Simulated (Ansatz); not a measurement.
CH5AlS2Si, SMILES C[SiH2][Al]1[S][S]1, a ladder of methods at one geometry

Program: Ansatz 0.2.0, Python API.

Run as a notebook:

```python
from pathlib import Path

import ansatz as az
import numpy as np

geometry_ang = [
    ('C', (-0.6182, -0.9751, 1.1122)),
    ('Si', (0.8969, -0.0429, 0.6155)),
    ('Al', (0.5204, 1.0799, -1.4453)),
    ('S', (-0.1885, 0.7673, -3.5424)),
    ('S', (-0.9104, 2.4623, -2.5107)),
    ('H', (-0.9319, -1.6501, 0.3122)),
    ('H', (-0.4823, -1.4559, 2.0671)),
    ('H', (-1.4513, -0.1777, 1.205)),
    ('H', (1.255, 0.9541, 1.6997)),
    ('H', (1.9935, -1.0132, 0.4896)),
]
ch5als2si = az.Crystal.molecule()
for symbol, xyz in geometry_ang:
    ch5als2si = ch5als2si.atom(symbol, xyz)
```

```python
job = ch5als2si.calculation().basis(gaussian='def2-SVP')
```

```python
print('functional    E (Ha)        dipole (D)   HOMO (eV)  LUMO (eV)')
for name in ['pbe', 'lda', 'hf', 'hse06']:
    data = job.functional(name).forces().orbitals().run(threads=1, backend='cpu', runs_dir='runs').report
    lines = Path(data['orbitals_path']).read_text().splitlines()
    field_of = lambda key: [line.split('=')[1].strip() for line in lines if line.startswith(key)]
    orbitals = [(27.211386 * float(e), s, float(n)) for e, s, n in zip(field_of('Ene='), field_of('Spin='), field_of('Occup='))]
    homo = max(e for e, _, n in orbitals if n > 0.5)
    lumo = min(e for e, _, n in orbitals if n < 0.5)
    dipole = 4.803205 * np.linalg.norm(data['charge_distribution']['dipole_moment_e_ang'])
    print(f'{name:10s} {data["free_energy_ev"] / 27.211386246:14.6f} {dipole:9.3f} {homo:11.3f} {lumo:10.3f}')
```

    functional    E (Ha)        dipole (D)   HOMO (eV)  LUMO (eV)
    pbe          -1368.324301     4.626      -4.264     -3.171
    lda          -1363.663681     4.596      -4.325     -3.322
    hf           -1366.277208     5.535      -8.009      0.231
    hse06        -1368.421623     4.958      -5.034     -2.894

Caveats:
- Total energies depend on the basis set; only differences at equal settings carry meaning.
- The geometry is a force-field or estimated start, not a minimum of this method, and the basis set is short of its limit. A lower total doesn't mark the better method: functionals have no common bound, and MP2 and coupled cluster aren't variational.
- Levels such as HOMO and LUMO are orbital energies: with these approximate functionals they aren't the ionisation energy and electron affinity, and their gap isn't the fundamental gap.
- hse06 follows the composition of plane-wave codes, whose totals differ by tens of mHa, up to about 0.1 Ha, from the form usual in Gaussian-basis programs (wpbeh).
- It ran for 18 s on 1 thread of Arm Neoverse V1, with other jobs on the host, peak memory 0.33 GiB.
